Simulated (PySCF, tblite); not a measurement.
# C₆H₁₁BO: geometry, infrared bands and NMR shifts

What infrared bands and NMR shifts should C₆H₁₁BO (`C=C1CB[C@@H](C)CO1`) show?

Computed with tblite 0.8.0 and PySCF 2.14.0, with density-fitted response routines of our own, on a single molecule in the gas phase. Atoms count from 0, in the outputs and in this text.

### 1 The molecule as given

19 atoms, charge 0, multiplicity 1; geometry from: force field or distance geometry start.

Bonds of the start (Å): C0–C1 1.34, C1–C2 1.52, C2–B3 1.61, B3–C4 1.59, C4–C5 1.53, C4–C6 1.55, C6–O7 1.43, O7–C1 1.38, C0–H8 1.08, C0–H9 1.08, C2–H10 1.10, C2–H11 1.11, B3–H12 1.20, C4–H13 1.11, C5–H14 1.12, C5–H15 1.10, C5–H16 1.11, C6–H17 1.12, C6–H18 1.10.

### 2 Geometry optimisation with GFN2-xTB

Job settings and geometry (Å):

```
{"job": {"kind": "relax", "xc": "GFN2-xTB", "basis": "xTB"}, "charge": 0, "multiplicity": 1}
C      2.643000     0.948200     0.039600
C      1.493700     0.273200    -0.096800
C      1.122900    -0.771200     0.944000
B     -0.468600    -0.979500     0.960300
C     -1.358200    -0.439900    -0.238100
C     -2.034300     0.882800     0.136800
C     -0.471000    -0.270600    -1.494600
O      0.688600     0.519700    -1.195800
H      2.918600     1.685800    -0.699400
H      3.293100     0.779900     0.884300
H      1.604700    -1.732500     0.693300
H      1.429600    -0.449400     1.956900
H     -0.911000    -1.839300     1.668200
H     -2.144700    -1.187000    -0.469200
H     -1.275700     1.671700     0.377100
H     -2.665400     1.246100    -0.686100
H     -2.683000     0.741900     1.029100
H     -0.146200    -1.279700    -1.851000
H     -1.045600     0.209000    -2.306600
```

The run is started by

```console
$ OMP_NUM_THREADS=1 python probes_run.py task.json out
```

This one command runs all jobs of the session in turn.

**Question.** This job is followed by: GFN2-xTB harmonic vibrations, gas phase; GIAO PBE0/pcSseg-1 NMR shielding, non-relativistic, gas phase. What will the session give for the following? strongest single infrared mode (GFN2-xTB); zero-point energy (GFN2-xTB); 13C shifts against TMS (PBE0/pcSseg-1); 1H shifts against TMS (PBE0/pcSseg-1, means over atoms taken as alike); 11B shifts against BF3·OEt2 (PBE0/pcSseg-1); 17O shifts against H2O (PBE0/pcSseg-1).

**Answer**, as computed:

| quantity | value |
| --- | --- |
| strongest single infrared mode (GFN2-xTB) | 1704 cm⁻¹, 153 km/mol |
| zero-point energy (GFN2-xTB) | 98.9 kcal/mol |
| 13C shifts against TMS (PBE0/pcSseg-1) | 160.4, 89.6, 72.5, 36.5, 35.4, 12.6 ppm |
| 1H shifts against TMS (PBE0/pcSseg-1, means over atoms taken as alike) | 8.04, 4.39, 4.33, 4.08, 4.07, 2.93, 2.28, 1.42, 1.15 ppm |
| 11B shifts against BF3·OEt2 (PBE0/pcSseg-1) | 87.4 ppm |
| 17O shifts against H2O (PBE0/pcSseg-1) | 123.7 ppm |

Over 93 steps the energy fell by 0.343 eV; of the close pairs, C2–B3 changed most, 1.605 to 1.572 Å. No mode is imaginary among the 51: a minimum at this level. The strongest single mode, at 1704 cm⁻¹, moves mainly C1 and C0. Unscaled tight-binding wavenumbers are off by several per cent, some by more. Its intensities can rank the bands wrongly. The most deshielded carbon is C1 (alkene carbon bearing oxygen), at 160.4 ppm: an sp2 carbon further deshielded by the attached heteroatom.
